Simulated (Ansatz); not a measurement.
Consider a fixed-spin-moment curve of AlCo, space group Pm-3m (Ansatz 0.2.0, Python API).

The script, `alco_fsm.py`:
```python
"""Energy of AlCo against a locked total moment."""

import ansatz as az

MAX_SCF = 100
MESH = (6, 6, 6)
SMEARING = "methfessel_paxton"

cell = (
    az.Lattice.from_parameters(2.819403, 2.819403, 2.819403, alpha=90.0, beta=90.0, gamma=90.0)
    .atom("Al", (0.0, 0.0, 0.0))
    .atom("Co", (0.5, 0.5, 0.5))
)

calc = (
    cell.calculation()
    .basis(12 * az.Ha)
    .scf(max_iterations=MAX_SCF)
    .kpoints(mesh=MESH, center="gamma")
    .accuracy("low")
    .functional(az.Functional.LDA)
    .occupations(SMEARING)
)
# a hard lock holds the total moment, with one Fermi level a spin
rows = []
for total in [0.0, 0.5, 1.0, 1.5, 2.0, 2.5, 3.0]:
    rep = calc.spin("collinear", total=total, lock="hard").run(threads=1).report
    up, down = rep["spin_fermi_energies_ev"]
    rows.append((total, rep["free_energy_ev"], up - down, rep["absolute_magnetization_mub"]))
reference = rows[0][1]
rows = [(m, 1000 * (e - reference), split, size) for m, e, split, size in rows]
lines = [",".join(["total muB", "F - F(0) meV", "EF up - down eV", "absolute muB"])] + [",".join(f"{v:.4f}" if isinstance(v, float) else str(v) for v in row) for row in rows]
print("\n".join(lines))
with open("fsm.csv", "w") as handle:
    handle.write("\n".join(lines) + "\n")
best = min(rows, key=lambda row: row[1])
print(f"lowest at {best[0]} muB per cell, {best[1]:.1f} meV against the first point")
```

At which total moment is the energy lowest, and how steeply does it rise?

The lowest point lies at 0 μB a cell, the first of the scan; at 3 μB the energy is 3358 meV above the lowest.

The run itself:

Running `python alco_fsm.py` prints:
```text
DeckWarning: basis.ecutwfc = 326.536634951856 eV is below the records' recommended 420 eV, and the density's cutoff is lower with it unless basis.ecutrho_ratio is high enough to keep the records' density cutoff: compare with a run at a higher cutoff
RunWarning: this spin-polarised run has no starting moment large enough to seed its density, and nothing else in its deck makes the two spin channels differ, so an SCF from that start keeps the magnetisation at zero until it first converges, unless a state found ahead of a linear-response series gives it moments (lr_reference_state). Behind a single point's SCF or a chain's scf step, and behind the single point that a walk or a batch makes first, from which its own SCFs then go on, or that a [...]
DeckWarning: where an SCF of this run starts from atoms to list the orders of its open shells, Al (site 0, from 0) starts with 1.00 μB on its 3p shell, in the place of the 1.25 μB that the deck gives it: its open shells can hold no more by Hund's first rule. To start from spheres of the given moment, type scf.initial_density.shell_occupations: []
total muB,F - F(0) meV,EF up - down eV,absolute muB
0.0000,0.0000,0.0000,0.0000
0.5000,79.2234,0.7752,0.5673
1.0000,322.5222,1.1483,1.0006
1.5000,681.3075,1.5915,1.5000
2.0000,1333.5766,3.5149,2.0000
2.5000,2249.9383,3.8086,2.5000
3.0000,3358.2247,4.8304,3.0000
lowest at 0.0 muB per cell, 0.0 meV against the first point
```
(Warnings from the package without file and line, shortened, repeats left out.)

Notes:
- These settings explore the input space; cutoff and mesh may be short of convergence.
- The cutoff lies under the one recommended for these potentials.
- The mesh is modest for a metal, so energies can be off by several to tens of meV an atom and pressures by half a GPa or more; differences at equal mesh fare better.
- The structure comes from a database of computed cells and needn't be a stable or known phase.
- Only points where the Fermi levels of the two spins meet (minima, maxima and zero moment) are free solutions; a shallow minimum can lie between the points.
- Wall time of the script: 7.6 s on 1 thread of Arm Neoverse V2, on a shared host, peak memory 0.33 GiB.

(Lines on the test bed's own set-up are left out of the output.)
